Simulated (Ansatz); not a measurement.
# Na3SF: the cost of one run

Program: Ansatz 0.2.0. Level of theory: DFT PBE, scalar-relativistic, plane waves, PAW. These are calculated values, not measurements.

## 1. The structure to begin with

The structure is tetragonal, space group P4/mbm (No. 127). The conventional cell has a = 6.295 Å, b = 6.295 Å, c = 4.525 Å, α = 90.00°, β = 90.00°, γ = 90.00°. Na (site symmetry m2m) is surrounded by 2 F at 2.28 Å and 2 S at 2.84 Å. Na (site symmetry 4/m) is surrounded by 2 F at 2.26 Å and 4 S at 3.15 Å. Around S (site symmetry mmm) lie 8 Na at 2.84 to 3.15 Å. F (site symmetry 4/m) has 6 Na at 2.26 to 2.28 Å in its first shell of neighbours.

Coordinates:

```
Na S F
1.0
     6.29521    0.00000    0.00000
     0.00000    6.29521    0.00000
     0.00000    0.00000    4.52510
Na S F
6 2 2
Direct
  0.80665 0.30665 0.00000
  0.69335 0.80665 0.00000
  0.50000 0.50000 0.50000
  0.19335 0.69335 0.00000
  0.30665 0.19335 0.00000
  0.00000 0.00000 0.50000
  0.00000 0.50000 0.50000
  0.50000 0.00000 0.50000
  0.50000 0.50000 0.00000
  0.00000 0.00000 0.00000
```

The cell was relaxed beforehand at this level, from a generated guess; it needn't be the stable form of this composition. At a tolerance of 0.02 Å it has space group P4/mbm (No. 127); it has 17.93 Å³/atom, an uncorrected energy of -1.68 eV/atom over the elements.

## 2. Static run: bands, density of states and charges

Input file input.yaml:

```yaml
crystal:
  lattice:
    - [6.2952063819, 0.0, 0.0]
    - [0.0, 6.2952063819, 0.0]
    - [0.0, 0.0, 4.5251025425]
  atoms:
    - { symbol: Na, position: [0.8066482429, 0.3066482429, 0.0] }
    - { symbol: Na, position: [0.6933517571, 0.8066482429, 0.0] }
    - { symbol: Na, position: [0.5, 0.5, 0.5] }
    - { symbol: Na, position: [0.1933517571, 0.6933517571, 0.0] }
    - { symbol: Na, position: [0.3066482429, 0.1933517571, 0.0] }
    - { symbol: Na, position: [0.0, 0.0, 0.5] }
    - { symbol: S, position: [0.0, 0.5, 0.5] }
    - { symbol: S, position: [0.5, 0.0, 0.5] }
    - { symbol: F, position: [0.5, 0.5, 0.0] }
    - { symbol: F, position: [0.0, 0.0, 0.0] }
basis:
  ecutwfc: 420
kpoints:
  mp_grid: { grid: [4, 4, 6] }
  band_path:
    path:
      - [[0.0, 0.0, 0.0], [0.0, 0.5, 0.0], [0.5, 0.5, 0.0], [0.0, 0.0, 0.0], [0.0, 0.0, 0.5], [0.0, 0.5, 0.5], [0.5, 0.5, 0.5], [0.0, 0.0, 0.5]]
      - [[0.0, 0.5, 0.0], [0.0, 0.5, 0.5]]
      - [[0.5, 0.5, 0.0], [0.5, 0.5, 0.5]]
    npoints: 14
hamiltonian:
  xc: pbe
scf:
  occupations: { method: gaussian, width: 0.02 }
  n_extra_bands: 25
output:
  forces: true
  stress: true
  eigenvalues: true
  populations: true
  dos: { projected: true, de: 0.02, nscf_kmesh: { grid: [6, 6, 9] } }
  bader: true
  write_density: true
  write_potential: true
  elf: true
  volumetric_format: npy
```

Run with:

```console
$ ansatz run input.yaml --threads 1 --pin off --max-ram 2560MiB --backend cpu --events-out ev --progress --plain --runs-dir out
```

What time and memory should one allow on 1 thread of Intel Xeon at 2.50GHz (Skylake/Cascade Lake), shared host?

About 4.5 min, with a peak of 0.96 GiB.
